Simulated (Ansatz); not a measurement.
# C2H5AlBNO: one species, many methods

Aim: compute C2H5AlBNO with functionals from several rungs and with coupled cluster. The yardstick is the atomisation energy at the CCSD(T) limit.

Computed with Ansatz 0.2.0, Gaussian basis. Level: functionals in def2-TZVPP, the program's frozen cores in correlated methods.

Levels to be run: LDA (SPW92), PBE-D4, revPBE-D4, BLYP-D4, r2SCAN-D4, B97M-V, PBE0-D4, B3LYP-D4, r2SCANh-D4, r2SCAN0-D4, HSE06-D4, BHLYP-D4, CAM-B3LYP-D4, LC-ωPBE, ωB97X-V, ωB97M-V, B2PLYP, PBE-QIDH; CCSD(T)/def2-SVP; CCSD(T)/def2-TZVPP; MP2/def2-QZVPP; extrapolation to the limit; RPA on PBE.

## 1. The relaxed structure

The geometry comes from an earlier relaxation with PBE0-D4 in a triple-zeta def2 set; it is a stationary point, not always the lowest conformer.

SMILES `C=[N][Al]1[O][B]1C`, 11 atoms, charge 0, spin multiplicity 1.

Atoms are counted from 1 here; the program's logs count them from 0.

Bond lengths: C1–N2 1.244 Å, C1–H7 1.101 Å, C1–H8 1.101 Å, N2–Al3 1.739 Å, Al3–O4 1.827 Å, Al3–B5 2.026 Å, O4–B5 1.321 Å, B5–C6 1.547 Å, C6–H9 1.093 Å, C6–H10 1.094 Å, C6–H11 1.094 Å. Angles: N2–C1–H7 122.5°, N2–C1–H8 122.5°, H7–C1–H8 115.0°, C1–N2–Al3 175.3°, N2–Al3–O4 117.9°, N2–Al3–B5 157.6°, O4–Al3–B5 39.7°, Al3–O4–B5 78.3°, Al3–B5–O4 62.0°, Al3–B5–C6 160.5°, O4–B5–C6 137.5°, B5–C6–H9 110.4°, B5–C6–H10 111.3°, B5–C6–H11 110.2°, H9–C6–H10 109.1°, H9–C6–H11 106.6°, H10–C6–H11 109.0°.

## 2. LDA

This LDA is Slater exchange with PW92 correlation.

in.yaml reads:

```yaml
crystal:
  periodic: [false, false, false]
  atoms:
    - {symbol: C, position_ang: [-2.963883, 0.205312, 1.931107]}
    - {symbol: N, position_ang: [-1.936088, 0.025307, 1.253628]}
    - {symbol: Al, position_ang: [-0.531694, -0.364425, 0.304211]}
    - {symbol: O, position_ang: [0.553495, 1.008051, -0.222896]}
    - {symbol: B, position_ang: [1.169356, -0.036938, -0.745606]}
    - {symbol: C, position_ang: [2.435550, -0.309208, -1.592536]}
    - {symbol: H, position_ang: [-3.949004, 0.388176, 1.474490]}
    - {symbol: H, position_ang: [-2.954872, 0.200115, 3.032163]}
    - {symbol: H, position_ang: [3.101893, -1.001267, -1.070690]}
    - {symbol: H, position_ang: [2.977653, 0.616807, -1.806544]}
    - {symbol: H, position_ang: [2.162994, -0.788829, -2.536729]}
basis:
  gaussian: {orbitals: def2-TZVPP}
hamiltonian: {xc: lda}
output: {orbitals: {seedname: orbitals}}
```

Command:

```console
$ ansatz run in.yaml --threads 4 --pin off --events-out ev --progress --plain --max-ram 10444MiB
```

Further steps of the session: PBE-D4 (GGA); revPBE-D4 (GGA); BLYP-D4 (GGA); r2SCAN-D4 (meta-GGA); B97M-V (meta-GGA); PBE0-D4 (hybrid); B3LYP-D4 (hybrid); r2SCANh-D4 (hybrid); r2SCAN0-D4 (hybrid); HSE06-D4 (hybrid); BHLYP-D4 (hybrid); CAM-B3LYP-D4 (range-separated); LC-ωPBE (range-separated); ωB97X-V (range-separated); ωB97M-V (range-separated); B2PLYP (double hybrid); PBE-QIDH (double hybrid); CCSD(T) in def2-SVP; CCSD(T) in def2-TZVPP; MP2 in def2-QZVPP; RPA on PBE orbitals.

Before running them: what should the planned runs give, taken together? Wanted: atomisation energy, CCSD(T)/CBS; farthest beyond LDA; mean size of error, GGA; mean size of error, meta-GGA; mean size of error, hybrid; mean size of error, range-separated; mean size of error, double hybrid; gap, smallest and largest; T1 diagnostic.

**Answer**, as computed:

```
                               quantity                                           value
        atomisation energy, CCSD(T)/CBS                                       45.589 eV
    functionals within 0.228 eV (0.5 %)  r2SCANh-D4, LC-ωPBE, ωB97X-V, B2PLYP, PBE-QIDH
                    farthest beyond LDA                              PBE-D4 (+1.609 eV)
                mean size of error, GGA                                        0.796 eV
           mean size of error, meta-GGA                                        0.496 eV
             mean size of error, hybrid                                        0.523 eV
    mean size of error, range-separated                                        0.266 eV
      mean size of error, double hybrid                                        0.168 eV
              gap, smallest and largest        2.39 eV (LDA (SPW92)), 8.98 eV (LC-ωPBE)
                          T1 diagnostic                                          0.0160
triples share of the correlation energy                                           4.4 %
```

**Reading.** The LDA atomisation energy is off by 7.241 eV (16 %): it overbinds. PBE-D4 is off by +1.609 eV. Double hybrids carry the basis error of their MP2 part in triple zeta, and no dispersion term here, so their miss is partly the set-up's. By mean error the best rung here is double hybrid (0.168 eV) and the worst beyond LDA is GGA (0.796 eV). The gap between the best rungs is small, so their order is not settled. The reference freezes the cores and leaves out relativity and excitations past (T), so misses under about 0.228 eV can't be ranked. Hartree-Fock recovers 71 % of the binding; the rest is correlation. CCSD(T) in def2-SVP is off by -2.231 eV, which most functionals beat. Orbital gaps span 2.4 to 9.0 eV; exact exchange widens them. The restricted reference is unstable towards a spin-broken one.
